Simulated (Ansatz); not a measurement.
# InH (singlet): wave-function methods side by side, def2-TZVPP

Aim: climb from Hartree-Fock through coupled cluster and multireference methods for InH (singlet) at one geometry and basis, and see what each rung misses.

The runs use Ansatz 0.2.0, Gaussian basis; def2-TZVPP, core rule «outside noble gas», up to 9 orbitals frozen.

To be run: UHF; CCSD(T) on RHF; BCCD(T) on RHF; CISD; CCSDT(Q) on RHF; CASSCF and MRCISD+Q, 4 electrons in 5 orbitals; CASSCF and NEVPT2, 4 electrons in 5 orbitals; Full CI; Full CI, several states.

9 further runs of the same task are left out: 1 that didn't finish, 8 set aside as unsound or not needed.

## (1) The geometry

The geometry is a PBE0/def2-TZVP stationary point (not a proven minimum). No spin-orbit coupling is included. Elements past krypton take def2 core potentials.

2 atoms, charge 0, spin multiplicity 1.

Atoms are counted from 1 here; the program's logs count them from 0.

Bond lengths: In1–H2 1.850 Å.

Coordinates:

```xyz
2
HIn
In    0.0000    0.0000    0.0000
H     0.0000    0.0000    1.8498
```

## (2) UHF

Contents of in.yaml:

```yaml
crystal:
  periodic: [false, false, false]
  atoms:
    - {symbol: In, position_ang: [0.000000, 0.000000, 0.000000]}
    - {symbol: H, position_ang: [0.000000, 0.000000, 1.849800]}
basis:
  gaussian: {orbitals: def2-TZVPP}
magnetization: {spin_polarized: true, initial_magnetization: 0}
hamiltonian: {xc: hf}
output: {orbitals: {seedname: orbitals}}
```

Run with:

```console
$ ansatz run in.yaml --threads 1 --pin off --events-out ev --progress --plain --max-ram 2393MiB
```

After this run come: CCSD(T) on RHF; BCCD(T) on RHF; CISD; CCSDT(Q) on RHF; CASSCF and MRCISD+Q, 4 electrons in 5 orbitals; CASSCF and NEVPT2, 4 electrons in 5 orbitals; Full CI; Full CI, several states.

Q: Predict the results of all the runs planned. Wanted: FCI below the RHF energy; RMP2 from FCI; RCCSD from FCI; RCCSD(T) from FCI; RCCSDT(Q) from FCI; NEVPT2 valence from FCI; MRCISD+Q valence from FCI; T1 diagnostic; effectively unpaired electrons.

As calculated:

```
                         quantity                                                                          value
         FCI below the RHF energy                                                                     -1.9990 eV
                    RMP2 from FCI                                                                     +507.8 meV
                   RCCSD from FCI                                                                      +38.7 meV
                RCCSD(T) from FCI                                                                       +8.8 meV
               RCCSDT(Q) from FCI                                                                       +0.2 meV
          NEVPT2 valence from FCI                                                                     +293.5 meV
        MRCISD+Q valence from FCI                                                                       -5.1 meV
levels within 1 kcal/mol (43 meV)  RCCSD, RCCSD(T), BCCD(T), RCCSDT, RCCSDT(Q), MRCISD valence, MRCISD+Q valence
                    T1 diagnostic                                                                          0.012
   effectively unpaired electrons                                                                           0.07
```

In words: RCCSD(T) lands +8.8 meV from the yardstick (0.4 % of the correlation energy). MRCISD+Q valence falls below full CI: the +Q correction isn't variational, and the cores differ from full CI's. One determinant dominates. Of the multireference levels listed MRCISD+Q valence comes nearest in total energy (-5.1 meV), which doesn't show that its space is the better one. These misses are within one basis, not against nature.
